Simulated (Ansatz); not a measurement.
# ClGaH₂S (SMILES [SH][GaH][Cl]): one structure at several levels

The task here is to estimate one member of a computed series from the others.

The runs use Ansatz 0.2.0, Gaussian basis; single points in def2-TZVPP.

Cores are frozen in the correlated methods. Filled d shells of the heavier atoms are correlated.

## The system as given

SMILES `[SH][GaH][Cl]`, 5 atoms, charge 0, spin multiplicity 1.

Atoms are counted from 1 here; the program's logs count them from 0.

Bond lengths: S1–Ga2 2.352 Å, S1–H4 1.284 Å, Ga2–Cl3 2.072 Å, Ga2–H5 1.480 Å. Angles: Ga2–S1–H4 96.2°, S1–Ga2–Cl3 111.9°, S1–Ga2–H5 126.3°, Cl3–Ga2–H5 121.7°.

Geometry (Å):

```xyz
5
ClGaH2S
S    -0.73300   -0.11300    1.54100
Ga    0.27470    0.15400   -0.56730
Cl    1.17120    2.01100   -0.76490
H    -1.17610   -1.29990    1.33250
H     0.35180   -0.86550   -1.63740
```

The first run:

Contents of run/in.yaml:

```yaml
crystal:
  periodic: [false, false, false]
  atoms:
    - {symbol: S, position_ang: [-0.733000, -0.113000, 1.541000]}
    - {symbol: Ga, position_ang: [0.274700, 0.154000, -0.567300]}
    - {symbol: Cl, position_ang: [1.171200, 2.011000, -0.764900]}
    - {symbol: H, position_ang: [-1.176100, -1.299900, 1.332500]}
    - {symbol: H, position_ang: [0.351800, -0.865500, -1.637400]}
basis:
  gaussian: {orbitals: def2-TZVPP}
correlation: {method: ccsd_t}
output: {forces: true}
```

No record of the launch command was kept for these runs.

Among the steps run: CCSD(T)/def2-TZVPP; PBE0-D4/def2-TZVPP; wB97M-V/def2-TZVPP; r2SCAN-D4/def2-TZVPP; PBE-D4/def2-TZVPP; r2SCAN0-D4/def2-TZVPP; r2SCANh-D4/def2-TZVPP.

One of the session's tables, all rows but one given; the rest of the session is left out.

```
    method  RMS force component (eV/Å)  angle to CCSD(T) forces (°)  dipole (D)
   CCSD(T)                       1.144                    reference        2.18
   PBE0-D4                       1.161                          3.2        2.25
   wB97M-V                       1.140                          1.6        2.26
 r2SCAN-D4                       1.138                          3.6        2.22
    PBE-D4                       1.207                          7.2        2.09
r2SCAN0-D4                           ?                            ?           ?
r2SCANh-D4                       1.130                          3.7        2.26
```

Estimate the missing values for r2SCAN0-D4.

Worked estimate for «RMS force component (eV/Å)». Against the share of exact exchange, r2SCAN-D4 (0, 1.138), r2SCANh-D4 (0.1, 1.130) give a slope of -0.080 per unit share; at 0.25 the line stands at 1.118.

As computed: RMS force component (eV/Å): 1.121; angle to CCSD(T) forces (°): 5.0; dipole (D): 2.32. In «RMS force component (eV/Å)» the line misses by -0.003.
